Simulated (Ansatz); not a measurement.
# BCl (SMILES [B]Cl): CCSDT(Q)/STO-3G

What is the electronic atomisation energy of BCl at CCSDT(Q)/STO-3G? 

Program for the calculation: Ansatz 0.2.0.

41 further runs of the same task are left out: 1 that didn't finish, 40 set aside as unsound or not needed.

## (1) Starting point

The species is BCl (2 atoms), meant as a singlet with charge 0. SMILES: `[B]Cl`. The coordinates come from a GFN2-xTB relaxation.

Bond lengths: B1–Cl2 1.579 Å.

## (2) A single-point energy at CCSDT(Q)/STO-3G

Contents of job.yaml:

```yaml
crystal:
  periodic: [false, false, false]
  atoms:
    - symbol: B
      position_ang: [0.000000, 0.000000, 0.000000]
    - symbol: Cl
      position_ang: [0.000000, 0.000000, 1.578530]
basis:
  gaussian:
    orbitals: STO-3G
correlation:
  method: ccsdt_q
  frozen_orbitals: {B: 1, Cl: 5}
accuracy: high
scf:
  omitted_lower_state_checks: [cluster_reference, increment]
```

Started as:

```console
$ ansatz run job.yaml --threads 1 --pin off --max-ram 2610MiB --events-out events.jsonl --progress --plain --runs-dir runs
```

What it wrote, cut to the lines that bear on the results:

```text
Warning: RAYON_NUM_THREADS=1 ignored (pool sized by the plan → 1); use --threads N
Functional definition: HF
  name "HF"
[...]
224 factors; integrals over basis functions are off by at most 2.2e-8 eV
[...]
mean field -13029.50564165 eV, -478.8255006147 hartree, gradient 7.6e-8 eV, S^2 0.000000; 0 other end points of the search recorded, 0 dependent functions left out; unrestricted orbitals would lower it
6 core orbitals not correlated: weight in the atoms' cores, before any rotation towards them, 1.000 or more for the frozen orbitals, at most 0.000 for the correlated occupied ones
reference -13029.50564165 eV, -478.8255006147 hartree; 5, 5 occupied and 3, 3 virtual orbitals, 224 factors
second order -1.07521158 eV of doubles, -0.00000000 eV of singles
cycle   1  -1.33085480 eV  change   -2.6e-1 eV  update   8.2e-2
[...]
cycle  22  -1.71583537 eV  change   2.6e-10 eV  update  1.0e-10
perturbative correction -0.00442340 eV, -0.0001625570 hartree
Total energy: -13031.22590042 eV, -478.8887189584 hartree
Checks for a lower state left out: cluster_reference, increment
```

Wall time 0.34 s (1 thread of Intel Xeon Platinum 8375C at 2.90GHz (Ice Lake), shared host).

## (3) The B atom

Contents of molecule.yaml:

```yaml
basis:
  gaussian:
    orbitals: STO-3G
crystal:
  periodic: [false, false, false]
  atoms:
    - {symbol: B, position_ang: [0.000000, 0.000000, 0.000000]}
total_charge: 0
magnetization:
  spin_polarized: true
  initial_magnetization: 1
correlation:
  method: ccsdt_q
  frozen_orbitals: {B: 1}
accuracy: high
scf:
  omitted_lower_state_checks: [cluster_reference, increment]
```

Run the same way, it converges to -24.18899 Eh (log not shown).

## (4) The Cl atom at the same level

Contents of input.yaml:

```yaml
basis:
  gaussian: {orbitals: STO-3G}
crystal:
  periodic: [false, false, false]
  atoms:
    - {symbol: Cl, position_ang: [0.000000, 0.000000, 0.000000]}
magnetization: {spin_polarized: true, initial_magnetization: 1}
correlation: {method: ccsdt_q, frozen_orbitals: {Cl: 5}}
accuracy: high
scf: {omitted_lower_state_checks: [cluster_reference, increment]}
```

Started as:

```console
$ ansatz run input.yaml --threads 1 --pin off --max-ram 2610MiB --events-out events.jsonl --progress --plain --runs-dir runs
```

What it wrote, cut to the lines that bear on the results:

```text
Warning: RAYON_NUM_THREADS=1 ignored (pool sized by the plan → 1); use --threads N
[... 2 set-up lines as earlier in the session ...]
[...]
42 factors; integrals over basis functions are off by at most 1.8e-9 eV
[...]
mean field -12368.72316544 eV, -454.5421925083 hartree, gradient 2.2e-13 eV, S^2 0.750000; 3 other end points of the search recorded, 0 dependent functions left out
5 core orbitals not correlated: weight in the atoms' cores, before any rotation towards them, 1.000 or more for the frozen orbitals, at most 0.000 for the correlated occupied ones
reference -12368.72316544 eV, -454.5421925083 hartree; 4, 3 occupied and 0, 1 virtual orbitals, 42 factors
second order 0.00000000 eV of doubles, 0.00000000 eV of singles
cycle   1  0.00000000 eV  change     0.0e0 eV  update    0.0e0
cycle   2  0.00000000 eV  change     0.0e0 eV  update    0.0e0
perturbative correction 0.00000000 eV, 0.0000000000 hartree
Total energy: -12368.72316544 eV, -454.5421925083 hartree
Checks for a lower state left out: cluster_reference, increment
```

Wall time 0.18 s (1 thread of Intel Xeon Platinum 8375C at 2.90GHz (Ice Lake), shared host).

## (5) What came out

Level: CCSDT(Q)/STO-3G, 6 core orbitals frozen.

| quantity | value |
| --- | --- |
| molecule: total energy | -478.88872 Eh |
| molecule: correlation energy (6 core orbitals frozen) | -63.2 mEh |
| molecule: T1 diagnostic | 0.013 |
| B atom: total energy | -24.18899 Eh |
| B atom: correlation energy (1 core orbital frozen) | -40.0 mEh |
| B atom: ⟨S²⟩ of the reference determinant | 0.750 |
| B atom: T1 diagnostic | 0.000 |
| Cl atom: total energy | -454.54219 Eh |
| Cl atom: correlation energy (5 core orbitals frozen) | 0.0 mEh |
| Cl atom: ⟨S²⟩ of the reference determinant | 0.750 |
| Cl atom: T1 diagnostic | 0.000 |
| electronic atomisation energy | 4.287 eV |

Taking the molecule apart into free atoms costs 4.29 eV (99 kcal/mol), before zero-point energy and without spin-orbit coupling. In a minimal basis such a difference can be off by several eV, whatever the method. The restricted solution (molecule) is unstable to spin breaking: an unrestricted one lies lower.
